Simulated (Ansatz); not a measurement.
## F3SeSi, SMILES F[Si](F)(F)[Se]: a single point in a Gaussian basis

Run with Ansatz's Python interface.

`energy.py`
```python
"""Electronic structure of the F3SeSi molecule."""

from pathlib import Path

import ansatz as az
import numpy as np
import pandas as pd


def main() -> None:
    geometry_ang = [
        ("F", (-0.0158, 0.0489, 1.7341)),
        ("Si", (0.0552, -0.0916, 0.0496)),
        ("F", (-0.5171, -1.6218, -0.4028)),
        ("F", (1.7426, 0.1039, -0.4215)),
        ("Se", (-1.215, 1.487, -1.0007)),
    ]
    system = az.Crystal.molecule()
    for symbol, xyz in geometry_ang:
        system = system.atom(symbol, xyz)

    setup = (
        system.calculation()
        .basis(gaussian="6-31G*")
        .functional(az.LibraryFunctional("wB97X"))
        .spin("collinear", total=1)
        .forces()
        .orbitals()
    )
    outcome = setup.run(runs_dir="out")
    report = outcome.report

    print("reference energy %16.6f eV" % report["reference_energy_ev"])
    print("total energy     %16.6f eV" % report["free_energy_ev"])
    print("occupied orbitals outside the frozen core (up, down):", report["n_occupied"], " frozen:", report["n_frozen"], " virtual:", report["n_virtual"])

    field = report["mean_field"]
    print("<S^2> =", round(abs(field["state"]["spin_squared"]), 4), " all-electron relativity setting:", field["relativity"])
    print("passes:", field["passes"])
    if "symmetry" in field:
        print("occupied orbitals by irrep:", field["symmetry"]["occupied"])

    symbols = [site.symbol for site in system.cartesian_sites]
    print("forces (eV/A)")
    for symbol, f in zip(symbols, report["forces_ev_ang"]):
        print(f"  {symbol:2s} {f[0]:9.4f} {f[1]:9.4f} {f[2]:9.4f}")

    charges = report["charge_distribution"]
    table = pd.DataFrame({"atom": symbols, "mulliken": charges["mulliken_charges_e"], "lowdin": charges["lowdin_charges_e"]})
    print(table.round(3).to_string())
    print("dipole (e A):", np.round(charges["dipole_moment_e_ang"], 4) + 0.0)

    lines = Path(report["orbitals_path"]).read_text().splitlines()
    field_of = lambda key: [line.split("=")[1].strip() for line in lines if line.startswith(key)]
    orbitals = [(27.211386 * float(e), s, float(n)) for e, s, n in zip(field_of("Ene="), field_of("Spin="), field_of("Occup="))]
    homo = max(e for e, _, n in orbitals if n > 0.5)
    lumo = min(e for e, _, n in orbitals if n < 0.5)
    print(f"HOMO {homo:.3f} eV, LUMO {lumo:.3f} eV, gap {lumo - homo:.3f} eV")


if __name__ == "__main__":
    main()
```

Running `python energy.py` prints:
```text
reference energy    -81372.450412 eV
total energy        -81372.450412 eV
occupied orbitals outside the frozen core (up, down): [38, 37]  frozen: 0  virtual: [61, 62]
<S^2> = 0.7525  all-electron relativity setting: none
passes: {'evaluations': 29, 'products': 135}
occupied orbitals by irrep: [{'A': 38}, {'A': 37}]
forces (eV/A)
  F     0.2751   -0.4437   -3.2521
  Si    2.1968   -1.2501    0.6035
  F     1.2715    2.9524    0.9894
  F    -4.2178   -0.6503    1.2915
  Se    0.4743   -0.6082    0.3677
  atom  mulliken  lowdin
0    F    -0.364  -0.146
1   Si     1.236   0.390
2    F    -0.369  -0.146
3    F    -0.386  -0.194
4   Se    -0.118   0.096
dipole (e A): [-0.2399  0.2175 -0.1324]
HOMO -10.272 eV, LUMO -3.569 eV, gap 6.702 eV
```

Reading the output:
- Total energies depend on the basis set; only differences at equal settings carry meaning.
- The geometry is a force-field or estimated start, not a minimum of this method, and the basis set is short of its limit.
- The run takes the species as open-shell (spin multiplicity 2), which needn't be its ground state.
- The Löwdin charges here are taken after orthogonalising the functions within each atom; they differ from plain Löwdin charges, and their signs can be unphysical.
- Levels such as HOMO and LUMO are orbital energies: with these approximate functionals they aren't the ionisation energy and electron affinity, and their gap isn't the fundamental gap.
- Wall time of the script: 87 s on 1 thread of Arm Neoverse V1, with other jobs on the host, peak memory 0.58 GiB.
